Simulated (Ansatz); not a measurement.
# C2H4BrFO: a ladder of functionals and wavefunction methods

Aim: compute C2H4BrFO with functionals from several rungs and with coupled cluster. The yardstick is the atomisation energy at the CCSD(T) limit.

Computed with Ansatz 0.2.0, Gaussian basis. Level: functionals in def2-TZVPP, the program's frozen cores in correlated methods.

Levels to be run: LDA (SPW92), PBE-D4, revPBE-D4, BLYP-D4, r2SCAN-D4, B97M-V, PBE0-D4, B3LYP-D4, r2SCANh-D4, r2SCAN0-D4, HSE06-D4, BHLYP-D4, CAM-B3LYP-D4, LC-ωPBE, ωB97X-V, ωB97M-V, B2PLYP, PBE-QIDH; CCSD(T)/def2-SVP; CCSD(T)/def2-TZVPP; MP2/def2-QZVPP; extrapolation to the limit; RPA on PBE.

**1. The geometry**

All runs share one geometry, relaxed beforehand with PBE0-D4 in a triple-zeta def2 set.

SMILES `COC(F)Br`, 9 atoms, charge 0, spin multiplicity 1.

Atoms are counted from 1 here; the program's logs count them from 0.

Bond lengths: C1–O2 1.422 Å, C1–H6 1.092 Å, C1–H7 1.088 Å, C1–H8 1.096 Å, O2–C3 1.349 Å, C3–F4 1.362 Å, C3–Br5 1.937 Å, C3–H9 1.095 Å. Angles: O2–C1–H6 111.1°, O2–C1–H7 106.2°, O2–C1–H8 110.7°, H6–C1–H7 109.7°, H6–C1–H8 109.7°, H7–C1–H8 109.4°, C1–O2–C3 113.3°, O2–C3–F4 111.3°, O2–C3–Br5 108.3°, O2–C3–H9 113.7°, F4–C3–Br5 108.6°, F4–C3–H9 107.4°, Br5–C3–H9 107.3°.

**2. LDA**

This LDA is Slater exchange with PW92 correlation.

in.yaml reads:

```yaml
crystal:
  periodic: [false, false, false]
  atoms:
    - {symbol: C, position_ang: [-0.148328, -1.054196, -0.657459]}
    - {symbol: O, position_ang: [0.652461, 0.093475, -0.403068]}
    - {symbol: C, position_ang: [0.156327, 0.886656, 0.568406]}
    - {symbol: F, position_ang: [-0.959352, 1.544682, 0.148897]}
    - {symbol: Br, position_ang: [1.507095, 2.193858, 1.034301]}
    - {symbol: H, position_ang: [-1.118813, -0.771596, -1.071370]}
    - {symbol: H, position_ang: [0.399289, -1.652789, -1.381898]}
    - {symbol: H, position_ang: [-0.293858, -1.635496, 0.259849]}
    - {symbol: H, position_ang: [-0.106421, 0.349006, 1.485241]}
basis:
  gaussian: {orbitals: def2-TZVPP}
hamiltonian: {xc: lda}
output: {orbitals: {seedname: orbitals}}
```

Launch:

```bash
ansatz run in.yaml --threads 4 --pin off --events-out ev --progress --plain --max-ram 10444MiB
```

After this run come: PBE-D4 (GGA); revPBE-D4 (GGA); BLYP-D4 (GGA); r2SCAN-D4 (meta-GGA); B97M-V (meta-GGA); PBE0-D4 (hybrid); B3LYP-D4 (hybrid); r2SCANh-D4 (hybrid); r2SCAN0-D4 (hybrid); HSE06-D4 (hybrid); BHLYP-D4 (hybrid); CAM-B3LYP-D4 (range-separated); LC-ωPBE (range-separated); ωB97X-V (range-separated); ωB97M-V (range-separated); B2PLYP (double hybrid); PBE-QIDH (double hybrid); CCSD(T) in def2-SVP; CCSD(T) in def2-TZVPP; MP2 in def2-QZVPP; RPA on PBE orbitals.

Q: Predict the results of all the runs planned. Wanted: atomisation energy, CCSD(T)/CBS; farthest beyond LDA; mean size of error, GGA; mean size of error, meta-GGA; mean size of error, hybrid; mean size of error, range-separated; mean size of error, double hybrid; gap, smallest and largest; T1 diagnostic.

As calculated:

| quantity | value |
| --- | --- |
| atomisation energy, CCSD(T)/CBS | 3272.2 kJ/mol |
| functionals within 32.7 kJ/mol (1.0 %) | revPBE-D4, BLYP-D4, r2SCAN-D4, B97M-V, PBE0-D4, B3LYP-D4, r2SCANh-D4, HSE06-D4, CAM-B3LYP-D4, LC-ωPBE, ωB97X-V, ωB97M-V, PBE-QIDH |
| farthest beyond LDA | BHLYP-D4 (-155.3 kJ/mol) |
| mean size of error, GGA | 37.8 kJ/mol |
| mean size of error, meta-GGA | 12.7 kJ/mol |
| mean size of error, hybrid | 46.9 kJ/mol |
| mean size of error, range-separated | 4.5 kJ/mol |
| mean size of error, double hybrid | 35.4 kJ/mol |
| gap, smallest and largest | 5.68 eV (BLYP-D4), 13.39 eV (LC-ωPBE) |
| T1 diagnostic | 0.0102 |
| triples share of the correlation energy | 3.5 % |

**Reading.** LDA overbinds by 597.5 kJ/mol (18 %). PBE-D4 is off by +109.1 kJ/mol. Double hybrids carry the basis error of their MP2 part in triple zeta, and no dispersion term here, so their miss is partly the set-up's. The rungs range-separated, meta-GGA miss on average by less than the doubt on the reference (32.7 kJ/mol), so they tie. Misses under about 32.7 kJ/mol are within the doubt on the reference itself, which lacks core-valence correlation, relativity and higher excitations, and its outer-core shells are covered unevenly. All levels share the lack of spin-orbit coupling, which lowers the free heavy atoms and so the true binding. Hartree-Fock recovers 69 % of the binding; the rest is correlation. CCSD(T) in def2-SVP is off by -184.5 kJ/mol, worse than the median functional, from the basis alone. Orbital gaps span 5.7 to 13.4 eV; exact exchange widens them. Correlated methods include outer-core shells of Br, which these sets cover unevenly.
